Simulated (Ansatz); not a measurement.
# Si2H5O (SMILES [SiH2]O[SiH3]) at UHF/3-21G

Aim: the electronic atomisation energy of Si2H5O at UHF/3-21G, from 4 runs. 

Program for the calculation: Ansatz 0.2.0.

25 further runs of the same task are left out: 25 set aside as unsound or not needed. Runs told in other sessions of the task aren't counted.

## 1. The system as given

The species is Si2H5O (8 atoms), meant as a doublet with charge 0. As SMILES, `[SiH2]O[SiH3]`. Geometry: relaxed at PBE0-D4/def2-TZVP. This is one conformer, not always the lowest.

Bond lengths: Si1–O2 1.637 Å, O2–Si3 1.638 Å, Si1–H4 1.490 Å, Si1–H5 1.494 Å, Si3–H6 1.482 Å, Si3–H7 1.485 Å, Si3–H8 1.486 Å. Angles: Si1–O2–Si3 146.3°, O2–Si1–H4 107.9°, O2–Si1–H5 109.9°, O2–Si3–H6 108.1°, O2–Si3–H7 109.9°, O2–Si3–H8 110.1°, H4–Si1–H5 110.4°, H6–Si3–H7 109.7°, H6–Si3–H8 109.8°, H7–Si3–H8 109.2°.

## 2. A single-point energy at UHF/3-21G

The input, job.yaml:

```yaml
crystal:
  periodic: [false, false, false]
  atoms:
    - {symbol: Si, position_ang: [-1.281200, 0.933000, -0.865900]}
    - {symbol: O, position_ang: [-0.352300, -0.279200, -0.276900]}
    - {symbol: Si, position_ang: [0.765000, -0.723000, 0.835900]}
    - {symbol: H, position_ang: [-1.902800, 0.458100, -2.133600]}
    - {symbol: H, position_ang: [-0.440600, 2.142000, -1.118700]}
    - {symbol: H, position_ang: [1.291900, -2.054600, 0.453100]}
    - {symbol: H, position_ang: [0.138100, -0.799300, 2.180400]}
    - {symbol: H, position_ang: [1.874100, 0.266000, 0.869800]}
basis:
  gaussian: {orbitals: 3-21G.json}
magnetization: {spin_polarized: true, initial_magnetization: 1}
hamiltonian: {xc: hf}
accuracy: high
output: {orbitals: {seedname: orbitals}}
```

The basis set 3-21G is read from a file made from the Basis Set Exchange's data (not shown).

Launch:

```console
ansatz run job.yaml --threads 1 --pin off --max-ram 2610MiB --events-out events.jsonl --progress --plain --runs-dir runs
```

What it wrote:

```text
Warning: RAYON_NUM_THREADS=1 ignored (pool sized by the plan → 1); use --threads N
Functional definition: HF
  name "HF"
  exchange = exact_x
  correlation = 0
1024 factors; integrals over basis functions are off by at most 3.1e-9 eV
mean field evaluation 1: about -17744.1405 eV, gradient 2.2e1 eV
mean field evaluation 2: about -17744.4485 eV, gradient 2.2e1 eV
mean field evaluation 4: about -17746.4748 eV, gradient 1.6e0 eV
mean field evaluation 8: about -17746.5187 eV, gradient 1.8e-1 eV
mean field evaluation 16: about -17746.5196 eV, gradient 1.7e-8 eV
mean field -17746.51960575 eV, -652.1725664882 hartree, gradient 6.7e-8 eV, S^2 0.751916; 0 other end points of the search recorded, 0 dependent functions left out
reference -17746.51960575 eV, -652.1725664882 hartree; 21, 20 occupied and 24, 25 virtual orbitals, 1024 factors
Total energy: -17746.51960575 eV, -652.1725664882 hartree
```

Run time: 0.56 s. Hardware: 1 thread of Arm Neoverse V2, shared host; peak memory 0.12 GiB.

## 3. The H atom

The input, molecule.yaml:

```yaml
basis:
  gaussian:
    orbitals: 3-21G.json
crystal:
  periodic: [false, false, false]
  atoms:
    - {symbol: H, position_ang: [0.000000, 0.000000, 0.000000]}
magnetization:
  spin_polarized: true
  initial_magnetization: 1
hamiltonian:
  xc: hf
accuracy: high
```

The basis set 3-21G is read from a file made from the Basis Set Exchange's data (not shown).

Run the same way, it converges to -0.49620 Eh (log not shown).

## 4. The O atom at the same level

The input, job.yaml:

```yaml
basis:
  gaussian: {orbitals: 3-21G.json}
crystal:
  periodic: [false, false, false]
  atoms:
    - {symbol: O, position_ang: [0.000000, 0.000000, 0.000000]}
magnetization: {spin_polarized: true, initial_magnetization: 2}
hamiltonian: {xc: hf}
accuracy: high
```

The basis set 3-21G is read from a file made from the Basis Set Exchange's data (not shown).

Run the same way, it converges to -74.39366 Eh (log not shown).

## 5. The Si atom, same level

The input, in.yaml:

```yaml
basis:
  gaussian:
    orbitals: 3-21G.json
crystal:
  periodic: [false, false, false]
  atoms:
    - symbol: Si
      position_ang: [0.000000, 0.000000, 0.000000]
magnetization:
  spin_polarized: true
  initial_magnetization: 2
hamiltonian:
  xc: hf
accuracy: high
```

The basis set 3-21G is read from a file made from the Basis Set Exchange's data (not shown).

Run the same way, it converges to -287.34443 Eh (log not shown).

## 6. Summary of results

Level: UHF/3-21G.

| quantity | value |
| --- | --- |
| molecule: total energy | -652.17257 Eh |
| molecule: HOMO energy (highest over α and β) | -8.70 eV |
| molecule: LUMO energy (lowest over α and β) | 1.38 eV |
| molecule: ⟨S²⟩ | 0.752 |
| H atom: total energy | -0.49620 Eh |
| H atom: ⟨S²⟩ | 0.750 |
| O atom: total energy | -74.39366 Eh |
| O atom: ⟨S²⟩ | 2.001 |
| Si atom: total energy | -287.34443 Eh |
| Si atom: ⟨S²⟩ | 2.000 |
| electronic atomisation energy | 16.573 eV |

**Reading.** Taking the molecule apart into free atoms costs 16.57 eV (1599 kJ/mol), before zero-point energy and without spin-orbit coupling. Hartree–Fock lacks the correlation of the bonding pairs, which as a rule makes this value much too low; in minimal bases other errors can mask that. The basis has no polarisation functions, which makes bonds too weak.
